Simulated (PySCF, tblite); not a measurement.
# C10H11P: infrared bands and NMR shifts

What infrared bands and NMR shifts should C10H11P (`C#CP(C)Cc1ccccc1`) show?

Computed with tblite 0.8.0 and PySCF 2.14.0, with density-fitted response routines of our own, on a single molecule in the gas phase. Atoms are numbered from 0 throughout.

### Step 1. The molecule as given

22 atoms, charge 0, multiplicity 1; geometry from: GFN2-xTB.

Bonds of the start (Å): C0–C1 1.20, C1–P2 1.77, P2–C3 1.86, P2–C4 1.88, C4–C5 1.49, C5–C6 1.39, C6–C7 1.38, C7–C8 1.39, C8–C9 1.38, C9–C10 1.38, C10–C5 1.39, C0–H11 1.05, C3–H12 1.09, C3–H13 1.09, C3–H14 1.09, C4–H15 1.09, C4–H16 1.09, C6–H17 1.08, C7–H18 1.08, C8–H19 1.08, C9–H20 1.08, C10–H21 1.08.

### Step 2. Infrared spectrum with GFN2-xTB

The job: settings as JSON, then the geometry in Å.

```
{"job": {"kind": "ir", "xc": "GFN2-xTB", "basis": "xTB"}, "charge": 0, "multiplicity": 1}
C     -4.363106    -1.245420     0.150496
C     -3.240947    -0.959522     0.474339
P     -1.610106    -0.637248     1.081631
C     -1.695594     1.214996     1.011112
C     -0.722859    -0.918887    -0.553251
C      0.676690    -0.406912    -0.455128
C      1.588695    -1.040741     0.382094
C      2.880089    -0.565441     0.507161
C      3.278238     0.558198    -0.198407
C      2.377008     1.199547    -1.029943
C      1.084214     0.721122    -1.155657
H     -5.340967    -1.471220    -0.162366
H     -2.068105     1.558730     0.047097
H     -2.356894     1.569539     1.799783
H     -0.697583     1.616670     1.182935
H     -0.727435    -1.998001    -0.731849
H     -1.275917    -0.428088    -1.358181
H      1.273844    -1.914118     0.936270
H      3.577687    -1.070275     1.159204
H      4.286207     0.932710    -0.097856
H      2.679970     2.077543    -1.582007
H      0.386460     1.226204    -1.809112
```

**Question.** This job is followed by: GIAO PBE0/pcSseg-1 NMR shielding, non-relativistic, gas phase. What will the session give for the following? strongest single infrared mode (GFN2-xTB); zero-point energy (GFN2-xTB); 13C shifts against TMS (PBE0/pcSseg-1, means over atoms taken as alike); 1H shifts against TMS (PBE0/pcSseg-1, means over atoms taken as alike); 31P shifts against H3PO4 (PBE0/pcSseg-1).

The runs gave:

```
                                                               quantity                                                   value
                              strongest single infrared mode (GFN2-xTB)                                    3082 cm⁻¹, 97 km/mol
                                           zero-point energy (GFN2-xTB)                                          107.5 kcal/mol
13C shifts against TMS (PBE0/pcSseg-1, means over atoms taken as alike)  142.3, 134.7, 134.3, 131.8, 99.0, 92.5, 45.3, 16.1 ppm
 1H shifts against TMS (PBE0/pcSseg-1, means over atoms taken as alike)                  7.60, 7.52, 7.49, 3.27, 2.36, 1.05 ppm
                               31P shifts against H3PO4 (PBE0/pcSseg-1)                                               -84.7 ppm
```

**Reading.** No mode is imaginary among the 60: a minimum at this level. The strongest single mode, at 3082 cm⁻¹, moves mainly H18 and H20. Unscaled tight-binding wavenumbers are off by several per cent, some by more. Its intensities can rank the bands wrongly. At PBE0/pcSseg-1: The largest span, 313 ppm, is at C1, where the paramagnetic term is -175 ppm. NICS(1)zz of -28 ppm above the planar ring from C5 marks a diatropic (aromatic) ring current.
